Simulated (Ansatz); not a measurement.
**AlBH₈OSi₂: small, medium and large basis sets**

The task here is to estimate one member of a computed series from the others.

Program: Ansatz 0.2.0, Gaussian basis. Level of theory: one geometry, several basis sets. These are calculated values, not measurements.

The runs, in order: PBE0-D4/def2-SVP; ωB97M-V/def2-SVP; PBE0-D4/def2-QZVPP; ωB97M-V/def2-QZVPP; the functionals' def2-TZVPP values are taken from earlier runs.

## Structure used throughout

An earlier PBE0-D4 in a triple-zeta def2 set relaxation fixed the geometry.

SMILES `[AlH2][B]([SiH3])O[SiH3]`, 13 atoms, charge 0, spin multiplicity 1.

Atoms are counted from 1 here; the program's logs count them from 0.

Bond lengths: Al1–B2 2.173 Å, Al1–H6 1.596 Å, Al1–H7 1.596 Å, B2–Si3 2.034 Å, B2–O4 1.374 Å, Si3–H8 1.493 Å, Si3–H9 1.493 Å, Si3–H10 1.491 Å, O4–Si5 1.652 Å, Si5–H11 1.479 Å, Si5–H12 1.515 Å, Si5–H13 1.479 Å. Angles: B2–Al1–H6 121.0°, B2–Al1–H7 121.0°, H6–Al1–H7 117.9°, Al1–B2–Si3 126.9°, Al1–B2–O4 114.6°, Si3–B2–O4 118.6°, B2–Si3–H8 108.7°, B2–Si3–H9 108.7°, B2–Si3–H10 115.9°, H8–Si3–H9 106.4°, H8–Si3–H10 108.3°, H9–Si3–H10 108.3°, B2–O4–Si5 121.4°, O4–Si5–H11 110.5°, O4–Si5–H12 106.9°, O4–Si5–H13 110.5°, H11–Si5–H12 108.5°, H11–Si5–H13 111.8° and more.

Set-up of the first run:

Input file in.yaml:

```yaml
crystal:
  periodic: [false, false, false]
  atoms:
    - {symbol: Al, position_ang: [-1.185301, 1.400591, -0.410600]}
    - {symbol: B, position_ang: [0.414772, 0.094229, 0.262664]}
    - {symbol: Si, position_ang: [2.059336, 0.630737, 1.332327]}
    - {symbol: O, position_ang: [0.262983, -1.224950, -0.092227]}
    - {symbol: Si, position_ang: [-1.045830, -1.736327, -0.960753]}
    - {symbol: H, position_ang: [-2.454864, 1.689495, 0.512045]}
    - {symbol: H, position_ang: [-1.095448, 2.156089, -1.813389]}
    - {symbol: H, position_ang: [2.802629, 1.680459, 0.574104]}
    - {symbol: H, position_ang: [1.614155, 1.266755, 2.607722]}
    - {symbol: H, position_ang: [3.009367, -0.469733, 1.663766]}
    - {symbol: H, position_ang: [-0.618595, -2.291580, -2.263183]}
    - {symbol: H, position_ang: [-1.907104, -0.516905, -1.216938]}
    - {symbol: H, position_ang: [-1.835597, -2.713564, -0.180738]}
basis:
  gaussian: {orbitals: def2-SVP}
hamiltonian: {xc: pbe0, dispersion: d4}
output: {orbitals: {seedname: orbitals}}
```

Among the steps run: PBE0-D4 in def2-SVP; ωB97M-V in def2-SVP; PBE0-D4 in def2-QZVPP; ωB97M-V in def2-QZVPP.

One table of the session follows, with a row left open; its other results are not shown here.

It belongs to the step «Functionals by basis». 

```
functional       basis  HOMO (eV)  LUMO (eV)
   PBE0-D4    def2-SVP      -6.47      -1.60
   PBE0-D4  def2-TZVPP      -6.46      -1.67
   PBE0-D4  def2-QZVPP          ?          ?
   ωB97M-V    def2-SVP      -8.47       0.31
   ωB97M-V  def2-TZVPP      -8.50       0.16
   ωB97M-V  def2-QZVPP      -8.51       0.04
```

**Question.** Estimate the row for PBE0-D4, def2-QZVPP.

**Answer.** HOMO (eV): -6.46; LUMO (eV): -1.69.
